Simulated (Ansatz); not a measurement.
# C3H13BOSi: the cost of one run

Program: Ansatz 0.2.0, Gaussian basis. Level of theory: the settings change from run to run. These are calculated values, not measurements.

1 further run of the same task is left out (it didn't finish). Runs told in other sessions of the task aren't counted.

### Step 1. The relaxed structure

The geometry comes from an earlier relaxation with PBE0-D4 in a triple-zeta def2 set; it is a stationary point, not always the lowest conformer.

19 atoms, charge 0, spin multiplicity 1.

Atoms are counted from 1 here; the program's logs count them from 0.

Bond lengths: C1–B2 1.578 Å, C1–H7 1.094 Å, C1–H8 1.099 Å, C1–H9 1.093 Å, B2–C3 1.579 Å, B2–C4 1.574 Å, C3–H10 1.094 Å, C3–H11 1.099 Å, C3–H12 1.095 Å, C4–H13 1.092 Å, C4–H14 1.099 Å, C4–H15 1.093 Å, O5–Si6 1.657 Å, O5–H16 0.959 Å, Si6–H17 1.486 Å, Si6–H18 1.479 Å, Si6–H19 1.487 Å. Angles: B2–C1–H7 114.2°, B2–C1–H8 106.9°, B2–C1–H9 114.2°, H7–C1–H8 105.8°, H7–C1–H9 109.0°, H8–C1–H9 106.0°, C1–B2–C3 118.9°, C1–B2–C4 119.3°, C3–B2–C4 119.3°, B2–C3–H10 113.7°, B2–C3–H11 107.4°, B2–C3–H12 114.3°, H10–C3–H11 105.9°, H10–C3–H12 109.3°, H11–C3–H12 105.8°, B2–C4–H13 113.7°, B2–C4–H14 107.5°, B2–C4–H15 113.6° and more.

### Step 2. BLYP/pcseg-2

This run has high accuracy, the search for lower states set to full.

in.yaml reads:

```yaml
crystal:
  periodic: [false, false, false]
  atoms:
    - {symbol: C, position_ang: [-0.558515, -1.480722, 0.492000]}
    - {symbol: B, position_ang: [0.371763, -0.671344, -0.492628]}
    - {symbol: C, position_ang: [1.933713, -0.692715, -0.259580]}
    - {symbol: C, position_ang: [-0.192078, -0.221499, -1.892076]}
    - {symbol: O, position_ang: [0.121148, 1.445016, 0.544225]}
    - {symbol: Si, position_ang: [-1.270252, 1.884867, 1.330242]}
    - {symbol: H, position_ang: [-1.613128, -1.193315, 0.451125]}
    - {symbol: H, position_ang: [-0.521776, -2.532726, 0.174805]}
    - {symbol: H, position_ang: [-0.226932, -1.467636, 1.533886]}
    - {symbol: H, position_ang: [2.460469, 0.136834, -0.740000]}
    - {symbol: H, position_ang: [2.322606, -1.607108, -0.728742]}
    - {symbol: H, position_ang: [2.231201, -0.748317, 0.792415]}
    - {symbol: H, position_ang: [0.396096, 0.565058, -2.370546]}
    - {symbol: H, position_ang: [-0.152791, -1.093383, -2.560572]}
    - {symbol: H, position_ang: [-1.239371, 0.090726, -1.861901]}
    - {symbol: H, position_ang: [0.955599, 1.535544, 1.007641]}
    - {symbol: H, position_ang: [-1.444916, 1.120760, 2.592719]}
    - {symbol: H, position_ang: [-2.371711, 1.589879, 0.388702]}
    - {symbol: H, position_ang: [-1.243126, 3.335782, 1.654683]}
basis:
  gaussian: {orbitals: pcseg-2}
hamiltonian: {xc: {name: BLYP}}
accuracy: high
scf: {lower_state_search: full}
```

Run with:

```bash
> ansatz run in.yaml --threads 4 --pin off --events-out ev --progress --plain --max-ram 11315MiB
```

Q: Estimate wall time and peak memory on 4 threads of Arm Neoverse V1, shared host.

About 43 s, with a peak of 4.7 GiB.
